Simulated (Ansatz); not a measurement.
# FeGe: the cost of one run

Program: Ansatz 0.2.0. Level of theory: DFT PBEsol, scalar-relativistic, plane waves, PAW. These are calculated values, not measurements.

1 further run of the same task is left out (it didn't finish).

**1. The structure to begin with**

The structure is hexagonal, space group P6/mmm (No. 191). Conventional cell: a = 5.022 Å, b = 5.022 Å, c = 4.136 Å, α = 90.00°, β = 90.00°, γ = 120.00°. Around Fe (site symmetry mmm) lie 4 Fe at 2.51 Å and 6 Ge at 2.51 to 2.53 Å. Ge (site symmetry 6/mmm) has 6 Fe at 2.51 Å as nearest neighbours. Ge (site symmetry -6m2) is surrounded by 6 Fe at 2.53 Å and 3 Ge at 2.90 Å.

Coordinates:

```cif
data_structure
_symmetry_space_group_name_H-M 'P6/mmm'
_symmetry_Int_Tables_number 191
_cell_length_a 5.0221
_cell_length_b 5.0221
_cell_length_c 4.1359
_cell_angle_alpha 90.000
_cell_angle_beta 90.000
_cell_angle_gamma 120.000
_cell_volume 90.34
loop_
_atom_site_label
_atom_site_type_symbol
_atom_site_symmetry_multiplicity
_atom_site_Wyckoff_symbol
_atom_site_fract_x
_atom_site_fract_y
_atom_site_fract_z
_atom_site_occupancy
Fe1 Fe 3 f 0.50000 0.00000 0.00000 1
Ge1 Ge 1 a 0.00000 0.00000 0.00000 1
Ge2 Ge 2 d 0.33333 0.66667 0.50000 1
```

Starting moments: Fe 2.50 μB.

**2. Full relaxation**

The input, input.yaml:

```yaml
crystal:
  lattice:
    - [5.0220520426, 0.0, 0.0]
    - [-2.5110260213, 4.349224648, 0.0]
    - [0.0, 0.0, 4.1358968373]
  atoms:
    - { symbol: Fe, position: [0.5, 0.0, 0.0], spin: 2.5 }
    - { symbol: Fe, position: [0.5, 0.5, 0.0], spin: 2.5 }
    - { symbol: Fe, position: [0.0, 0.5, 0.0], spin: 2.5 }
    - { symbol: Ge, position: [0.0, 0.0, 0.0] }
    - { symbol: Ge, position: [0.3333333333, 0.6666666667, 0.5] }
    - { symbol: Ge, position: [0.6666666667, 0.3333333333, 0.5] }
basis:
  ecutwfc: 420
  ecutrho_ratio: 4
kpoints:
  mp_grid: { grid: [8, 8, 8] }
hamiltonian:
  xc: pbesol
scf:
  occupations: { method: gaussian, width: 0.05 }
output:
  forces: true
  stress: true
  eigenvalues: true
  populations: true
magnetization:
  spin_polarized: true
relax:
  f_tol: 0.01
  max_steps: 60
  cell: { stress_tol: 0.04 }
```

On the command line:

```
$ ansatz run input.yaml --threads 4 --pin off --max-ram 7168MiB --backend cpu --events-out ev --progress --plain --runs-dir out
```

What time and memory should one allow on 4 threads of Arm Neoverse V2, shared host?

About 64 s, with a peak of 0.76 GiB.
